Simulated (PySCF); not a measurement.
# [TcO2]-: triplet, from a end-on start

Aim: relax [TcO2]- as a triplet from a end-on start, check by its vibrations whether the end is a minimum, and collect its spectrum and constants.

Program: PySCF 2.14.0. Level of theory: PBE0, basis Tc def2-SVPD with ECP28, O def2-SVPD, scalar-relativistic core potentials, no spin–orbit coupling, density fitting. These are calculated values, not measurements.

### Step 1. Where the work starts

3 atoms, charge -1, spin multiplicity 3.

Bond lengths: Tc1–O2 1.967 Å, O2–O3 1.445 Å. Angles: Tc1–O2–O3 119.9°.

```xyz
3
charge -1 multiplicity 3
Tc    0.0000    0.0000    0.0000
O     0.0000    0.0000    1.9673
O     1.2528    0.0000    2.6873
```

### Step 2. The SCF at the typed geometry

One driver script runs all steps and calls PySCF; scf.py shows how it sets up the SCF of each step. The optimiser is the driver's own. After this first run the driver tries any further starts and a stability analysis.

The input, scf.py:

```python
from pyscf import gto, scf, dft
mol = gto.M(atom='''
Tc     0.000000     0.000000     0.000000
O      0.000000     0.000000     1.967300
O      1.252800     0.000000     2.687300''',
    basis={'Tc': 'def2-SVPD', 'O': 'def2-SVPD'},
    ecp={'Tc': 'def2-SVPD'},
    charge=-1, spin=2)
mf = dft.UKS(mol, xc='PBE0')
mf.grids.atom_grid = (50, 194)
aux = {'Tc': 'def2-universal-JKFIT', 'O': 'def2-universal-JKFIT'}
mf = mf.density_fit(auxbasis=aux)
mf.conv_tol = 1e-08
mf.diis_space = 10
mf.max_cycle = 60
mf.init_guess = 'minao'
mf.verbose = 4
mf.kernel()
```

Launch:

```bash
$ OMP_NUM_THREADS=2 python axn.py task.json out
```

What it wrote (excerpt; [...] marks lines left out):

```text
[... the frontier levels of the middle cycles are left out ...]
init E= -222.323566613465
[... the frontier-level lines of each cycle are left out ...]
cycle= 1 E= -230.448470083134  delta_E= -8.12  |g|= 0.629  |ddm|= 2.16
cycle= 2 E= -225.90848465882  delta_E= 4.54  |g|= 1.98  |ddm|= 19.6
cycle= 3 E= -229.029735014477  delta_E= -3.12  |g|= 1.79  |ddm|= 19.4
cycle= 4 E= -230.586876099811  delta_E= -1.56  |g|= 0.468  |ddm|= 1.54
cycle= 5 E= -230.657039758129  delta_E= -0.0702  |g|= 0.362  |ddm|= 0.846
cycle= 6 E= -230.706528917234  delta_E= -0.0495  |g|= 0.192  |ddm|= 0.569
cycle= 7 E= -230.720315512976  delta_E= -0.0138  |g|= 0.121  |ddm|= 0.607
cycle= 8 E= -230.727585151448  delta_E= -0.00727  |g|= 0.075  |ddm|= 0.261
cycle= 9 E= -230.73327795286  delta_E= -0.00569  |g|= 0.0629  |ddm|= 0.352
cycle= 10 E= -230.739556498223  delta_E= -0.00628  |g|= 0.0732  |ddm|= 0.355
cycle= 11 E= -230.734133856236  delta_E= 0.00542  |g|= 0.049  |ddm|= 0.635
cycle= 12 E= -230.737340388746  delta_E= -0.00321  |g|= 0.0347  |ddm|= 0.275
cycle= 13 E= -230.740924759575  delta_E= -0.00358  |g|= 0.0203  |ddm|= 0.284
cycle= 14 E= -230.741465013273  delta_E= -0.00054  |g|= 0.019  |ddm|= 0.107
[... 46 cycles left out ...]
SCF not converged.
init E= -222.323566613465
[... 20 cycles left out ...]
SCF not converged.
init E= -230.780413150349
[... 16 cycles left out ...]
cycle= 17 E= -230.787874697782  delta_E= -4.31e-05  |g|= 0.00202  |ddm|= 0.0305
cycle= 18 E= -230.787910309489  delta_E= -3.56e-05  |g|= 0.00148  |ddm|= 0.0208
cycle= 19 E= -230.787928409695  delta_E= -1.81e-05  |g|= 0.0012  |ddm|= 0.0102
cycle= 20 E= -230.787974697377  delta_E= -4.63e-05  |g|= 0.00181  |ddm|= 0.0302
cycle= 21 E= -230.787995533987  delta_E= -2.08e-05  |g|= 0.0011  |ddm|= 0.0137
cycle= 22 E= -230.788028191859  delta_E= -3.27e-05  |g|= 0.00154  |ddm|= 0.0263
cycle= 23 E= -230.788060929664  delta_E= -3.27e-05  |g|= 0.00214  |ddm|= 0.0323
cycle= 24 E= -230.788079767438  delta_E= -1.88e-05  |g|= 0.00136  |ddm|= 0.02
cycle= 25 E= -230.788095699173  delta_E= -1.59e-05  |g|= 0.00164  |ddm|= 0.0232
cycle= 26 E= -230.788107718285  delta_E= -1.2e-05  |g|= 0.00153  |ddm|= 0.0215
cycle= 27 E= -230.788111460532  delta_E= -3.74e-06  |g|= 0.000474  |ddm|= 0.00589
cycle= 28 E= -230.788117384095  delta_E= -5.92e-06  |g|= 0.00127  |ddm|= 0.0189
cycle= 29 E= -230.788121223913  delta_E= -3.84e-06  |g|= 0.0012  |ddm|= 0.0167
cycle= 30 E= -230.788122910814  delta_E= -1.69e-06  |g|= 0.000673  |ddm|= 0.00889
SCF not converged.
macro= 0  E= -230.788123830713  delta_E= -9.19899e-07  |g|= 8.74815e-05  2 KF 13 JK
macro= 1  E= -230.788123830712  delta_E= 1.19371e-12  |g|= 2.66423e-05  1 KF 2 JK
macro X = 2  E=-230.788123830712  |g|= 2.66423e-05  total 4 KF 18 JK
converged SCF energy = -230.788123830712  <S^2> = 3.3684151  2S+1 = 3.8044264
```

This step, with its further starts and checks, needed 22 s of wall time on 2 threads of Arm Neoverse V2, shared host.

Energies from each starting density:

```tsv
start	energy (Eh)
the minimal-basis guess	-230.788124
a thermally smeared density	-230.793202
a smeared PBE density	-230.793202
```

Where DIIS stalls, the driver goes on with a level shift of 0.3 Eh and then with a second-order solver.

The first run landed in a state that is too high. Following the other starts and the instabilities gains 13.3 kJ/mol (-230.79320 Eh), and the work goes on from there.

### Step 3. End-on start, triplet: relaxation

The program finds Cs symmetry in the start, which this walk keeps. Threshold on the gradient: 0.0003 Eh/bohr, with a further test on the energy change.

Changes to scf.py since step 2:

```diff
@@ -3,3 +3,3 @@
-Tc     0.000000     0.000000     0.000000
-O      0.000000     0.000000     1.967300
-O      1.252800     0.000000     2.687300''',
+Tc    -0.153085     0.000000    -0.568767
+O     -0.153085     0.000000     1.398533
+O      1.099715     0.000000     2.118533''',
@@ -16 +15,0 @@
-mf.init_guess = 'minao'
```

Energy and gradient, step by step:

```tsv
step	energy (Eh)	change (kJ/mol)	largest symmetric gradient (Eh/bohr)
0	-230.793202	0.00	0.06125
1	-230.805503	-32.30	0.00864
2	-230.805965	-33.51	0.00602
3	-230.806246	-34.25	0.00087
4	-230.806249	-34.26	0.00003
```

The walk took 12 s.

Geometry (Å) and forces (eV/Å) at some steps:

```
step 0
Tc  -0.153   0.000  -0.569   0.108   0.000   1.189
O   -0.153   0.000   1.399   3.039   0.000   0.797
O    1.100   0.000   2.119  -3.148   0.000  -1.986
step 1
Tc  -0.150   0.000  -0.529   0.124   0.000   0.445
O   -0.084   0.000   1.407  -0.409   0.000  -0.416
O    1.027   0.000   2.071   0.285   0.000  -0.029
step 2
Tc  -0.138   0.000  -0.514   0.074   0.000   0.311
O   -0.101   0.000   1.407  -0.007   0.000  -0.145
O    1.032   0.000   2.055  -0.067   0.000  -0.166
step 3
Tc  -0.117   0.000  -0.482  -0.010   0.000  -0.033
O   -0.121   0.000   1.410  -0.038   0.000   0.003
O    1.032   0.000   2.020   0.048   0.000   0.030
step 4
Tc  -0.118   0.000  -0.485  -0.005   0.000   0.001
O   -0.121   0.000   1.410   0.003   0.000   0.002
O    1.032   0.000   2.023   0.002   0.000  -0.003
```

It settles in Cs symmetry, 34.3 kJ/mol below the start, after 4 steps: O–O 1.306 Å, Tc–O 1.895 Å; O–O–Tc 117.9°.

### Step 4. Is it a minimum? Harmonic modes

On the finer grid the gradient is checked again; gradients at displacements of ±0.02 bohr then give force constants and infrared intensities.

Changes to scf.py since step 3:

```diff
@@ -3,3 +3,3 @@
-Tc    -0.153085     0.000000    -0.568767
-O     -0.153085     0.000000     1.398533
-O      1.099715     0.000000     2.118533''',
+Tc    -0.140999     0.000000    -0.538416
+O     -0.141744     0.000000     1.356436
+O      1.010455     0.000000     1.970873''',
@@ -10 +10 @@
-mf.grids.atom_grid = (50, 194)
+mf.grids.atom_grid = (75, 302)
@@ -13 +13 @@
-mf.conv_tol = 1e-08
+mf.conv_tol = 1e-10
```

The driver hands on the density of the step before, so the log starts near convergence.

Log of the central SCF (cycles and frontier levels):

```text
init E= -230.806234967225
[... the frontier-level lines of each cycle are left out ...]
cycle= 1 E= -230.806234967227  delta_E= -2.39e-12  |g|= 2.79e-06  |ddm|= 1.61e-05
Extra cycle  E= -230.806234967211  delta_E= 1.6e-11  |g|= 6.64e-06  |ddm|= 2.23e-05
converged SCF energy = -230.806234967211  <S^2> = 2.989556  2S+1 = 3.5997533
```

The whole step took 66 s.

Geometry: Cs; O–O 1.306 Å, Tc–O 1.895 Å; O–O–Tc 118.0°.

Harmonic modes (main isotopes):

| symmetry | ω (cm⁻¹) | IR (km/mol) |
| --- | --- | --- |
| a' | 213 | 4.3 |
| a' | 491 | 14.9 |
| a' | 1154 | 251 |

Every mode is real; the point is a minimum.

Constants and moments:

```
Dipole moment about the centre of mass                          : 0.81 D
Highest occupied level                                          : 0.44 eV
Lowest empty level                                              : 2.28 eV
Rotational constants                                            : 2.411, 0.1278, 0.1214 cm⁻¹
Zero-point energy                                               : 11.1 kJ/mol
Principal polarisabilities                                      : 147.3, 174.3, 188.2 bohr³
Principal traceless quadrupole moments about the centre of mass : -12.94, 5.17, 7.77 D Å
Entropy at 298.15 K and 1 bar (electronic part: spin only)      : 287.7 J/(mol K)
Heat capacity Cp at 298.15 K                                    : 47.2 J/(mol K)
Enthalpy at 298.15 K above 0 K                                  : 11.99 kJ/mol
Rotational symmetry number                                      : 1
Spin squared ⟨S²⟩                                               : 2.990
```

Charges (e) and bond orders:

| atom | Mulliken | Löwdin | polar tensor | spin (Mulliken) | Mayer order to Tc1 |
| --- | --- | --- | --- | --- | --- |
| Tc1 | -0.47 | -0.05 | -0.71 | 2.84 | – |
| O2 | -0.31 | -0.65 | 0.27 | -0.36 | 0.43 |
| O3 | -0.22 | -0.31 | -0.56 | -0.49 | 0.00 |

Outer orbital energies (eV). α occupied: -7.81, -6.86, -2.37, -2.32, -2.31, -1.99, -1.26, -0.45; empty: 2.28, 2.84, 3.72, 3.76. β occupied: -17.18, -8.97, -8.61, -8.08, -2.99, -2.31, 0.05, 0.44; empty: 3.14, 3.17, 3.56, 3.65.

Mulliken populations on Tc1 (outside its core potential): s 3.83, p 6.10, d 5.54, f 0.01.

### Step 5. What came out

```
                                          quantity                                     value
                                           minimum              broken-symmetry (Ms = 1), Cs
                                          geometry  O–O 1.306 Å, Tc–O 1.895 Å; O–O–Tc 118.0°
                                wavenumbers (cm⁻¹)             213 (a'), 491 (a'), 1154 (a')
                    dipole moment (centre of mass)                                    0.81 D
highest occupied, lowest empty level (either spin)                             0.44, 2.28 eV
                        polar-tensor charge of Tc1                                   -0.71 e
                                 zero-point energy                               11.1 kJ/mol
                               entropy at 298.15 K                           287.7 J/(mol K)
                                              ⟨S²⟩                                     2.990
```

The end-on start keeps its Cs symmetry and ends in a minimum. The determinant is spin-contaminated (⟨S²⟩ = 2.99 against 2.00), so it is no pure spin state. The strongest infrared band lies at 1154 cm⁻¹ (a'). The first SCF alone would have been 13 kJ/mol too high. Other starts or spin states, not run here, may lie lower. A highest occupied level above zero is common for anions with such functionals; it warns that the extra electron is poorly described. One determinant may miss the lowest occupation of an open d or f shell.

The search up to here took 1.7 min.
